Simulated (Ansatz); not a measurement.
This script drives Ansatz's Python interface.

Script `tipd.py`:
```python
# -*- coding: utf-8 -*-
"""Enthalpies of two structures of TiPd under pressure."""

import logging
import sys
import warnings

import ansatz as az
import numpy as np

logging.basicConfig(stream=sys.stdout, format="%(levelname)s %(message)s")
logger = logging.getLogger("ansatz_job")
logger.setLevel(logging.INFO)

PHASES = {
    "P4/mmm": (
        [[2.814709, 0.0, 0.0], [0.0, 2.814709, 0.0], [0.0, 0.0, 3.865764]],
        [
            ("Ti", [0.0, 0.0, 0.0]),
            ("Pd", [0.5, 0.5, 0.5]),
        ],
    ),
    "Pm-3m": (
        [[3.18, 0.0, 0.0], [0.0, 3.18, 0.0], [0.0, 0.0, 3.18]],
        [
            ("Ti", [0.5, 0.5, 0.5]),
            ("Pd", [0.0, 0.0, 0.0]),
        ],
    ),
}


def build(vectors, sites):
    crystal = az.Crystal(lattice=az.Lattice.of(vectors))
    for symbol, position in sites:
        crystal = crystal.atom(symbol, position)
    return crystal


def ground_state(name, crystal, pressure=0.0):
    calc = (
        crystal.calculation()
        .functional("pbesol")
        .basis(470)
        .scf(tolerance=1e-05, max_iterations=100)
        .kpoints(spacing=0.39)
        .occupations("fermi_dirac", width=0.05)
    )
    calc = calc.relax(force_tolerance=0.01, cell=True, pressure=pressure)
    return calc.run(threads=1)


def volume_per_atom(outcome):
    return abs(np.linalg.det(outcome.lattice.cell_ang)) / len(outcome.lattice.sites)

warnings.simplefilter("ignore", az.DeckWarning)

phases = {name: build(*cell) for name, cell in PHASES.items()}

# H = E + PV, with 1 eV per cubic angstrom equal to 160.2 GPa
pressures = [0, 15, 30, 45]
enthalpy, volume = {name: [] for name in phases}, {name: [] for name in phases}
for p in pressures:
    for name, crystal in phases.items():
        o = ground_state(name, crystal, pressure=p)
        volume[name].append(volume_per_atom(o))
        enthalpy[name].append(o.report["energy_sigma0_ev"] / len(o.lattice.sites) + p * volume[name][-1] / 160.21766)
gap = np.array(enthalpy["Pm-3m"]) - np.array(enthalpy["P4/mmm"])
rows = [(p, va, vb, 1000 * d) for p, va, vb, d in zip(pressures, volume["P4/mmm"], volume["Pm-3m"], gap)]
logger.info("   P (GPa)  V P4/mmm (A^3/atom)  V Pm-3m (A^3/atom)  H(Pm-3m) - H(P4/mmm) (meV/atom)")
for row in rows:
    logger.info(f"{row[0]:10d}  {row[1]:19.3f}  {row[2]:18.3f}  {row[3]:+31.1f}")
crossings = [p0 - g0 * (p1 - p0) / (g1 - g0) for p0, p1, g0, g1 in zip(pressures, pressures[1:], gap, gap[1:]) if g0 * g1 < 0]
print("crossing near", [round(float(p), 1) for p in crossings], "GPa") if crossings else print("no crossing in this range")
```

It is started by `python tipd.py`. Estimate its wall time and peak memory on 1 thread of Arm Neoverse V1 (shared host).

It took about 50 s, with a peak of 0.4 GiB, for 8 runs of the engine.

```console
$ python tipd.py
INFO    P (GPa)  V P4/mmm (A^3/atom)  V Pm-3m (A^3/atom)  H(Pm-3m) - H(P4/mmm) (meV/atom)
INFO          0               14.932              15.329                            +57.6
INFO         15               13.885              14.226                            +92.4
INFO         30               13.140              13.440                           +122.5
INFO         45               12.558              12.829                           +149.0
no crossing in this range
```

These settings explore the input space; cutoff and mesh may be short of convergence. At a fixed pressure a relaxation lowers the enthalpy F + PV, while F alone can rise. For the metals among these phases the mesh is modest: differences between phases can be off by up to 40 meV an atom. The program warned that this SCF threshold is loose for forces or stresses. The cells come from databases of deposited and of computed structures, and not all need be stable phases. Only these two structures are compared, at zero temperature and with their symmetry kept; either may be hypothetical, and another phase may be lower than both. Differences under about 40 meV an atom lie within the error of mesh and functional. The script silences the warnings on its input, which a real study should read.
